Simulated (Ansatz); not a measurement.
# BH9N2O2: the cost of one run

Method: UKS PBE-D4/6-31G, in Ansatz 0.2.0.

### Step 1. The structure to begin with

Bond lengths: B1–O3 1.378 Å, B1–O4 1.383 Å, B1–N6 1.804 Å, O3–H9 0.956 Å, O4–H10 0.953 Å, N6–H11 1.010 Å, N6–H12 1.009 Å, N8–H13 1.007 Å, N8–H14 1.008 Å. Angles: B1–O3–H9 111.4°, O3–B1–O4 118.6°, O3–B1–N6 108.7°, O4–B1–N6 112.3°, B1–O4–H10 115.0°, B1–N6–H11 111.3°, B1–N6–H12 106.9°, H11–N6–H12 109.4°, H13–N8–H14 111.2°.

Coordinates:

```xyz
14

B    -0.9042   -0.5762   -0.4863
H     0.5649   -0.8400   -0.7553
O    -1.5404   -0.2118   -1.6525
O    -1.4454   -1.5993    0.2702
H     0.7391    0.9197    0.6294
N    -0.5951    0.9076    0.4926
H     1.3591   -0.3927   -0.3827
N     1.9916    0.5152    0.3781
H    -2.2412   -0.8232   -1.8742
H    -0.9764   -1.7961    1.0758
H    -1.1184    0.8930    1.3567
H    -0.8908    1.6942   -0.0653
H     2.5491    1.1728   -0.1427
H     2.5080    0.1367    1.1561
```

### Step 2. Run 1

150 steps of 0.5 fs at constant energy, with velocities drawn for 600 K.

Contents of input.yaml:

```yaml
crystal:
  periodic: [false, false, false]
  atoms:
    - { symbol: B, position_ang: [-0.9042, -0.5762, -0.4863] }
    - { symbol: H, position_ang: [0.5649, -0.84, -0.7553] }
    - { symbol: O, position_ang: [-1.5404, -0.2118, -1.6525] }
    - { symbol: O, position_ang: [-1.4454, -1.5993, 0.2702] }
    - { symbol: H, position_ang: [0.7391, 0.9197, 0.6294] }
    - { symbol: "N", position_ang: [-0.5951, 0.9076, 0.4926] }
    - { symbol: H, position_ang: [1.3591, -0.3927, -0.3827] }
    - { symbol: "N", position_ang: [1.9916, 0.5152, 0.3781] }
    - { symbol: H, position_ang: [-2.2412, -0.8232, -1.8742] }
    - { symbol: H, position_ang: [-0.9764, -1.7961, 1.0758] }
    - { symbol: H, position_ang: [-1.1184, 0.893, 1.3567] }
    - { symbol: H, position_ang: [-0.8908, 1.6942, -0.0653] }
    - { symbol: H, position_ang: [2.5491, 1.1728, -0.1427] }
    - { symbol: H, position_ang: [2.508, 0.1367, 1.1561] }
magnetization:
  spin_polarized: true
basis:
  gaussian: { orbitals: "6-31G" }
hamiltonian:
  xc: pbe
  dispersion: d4
md:
  timestep: 0.5
  n_steps: 150
  ensemble: nve
  temperature: 600.0
  initial_velocities: maxwell_boltzmann
  seed: 878673
```

Run with:

```bash
$ ansatz run input.yaml --threads 1 --pin off --max-ram 2048MiB --backend cpu --events-out ev --progress --plain --runs-dir out
```

Q: Estimate wall time and peak memory on 1 thread of Intel Xeon 6975P-C (Granite Rapids), shared host.

About 6.3 min, with a peak of 0.17 GiB.
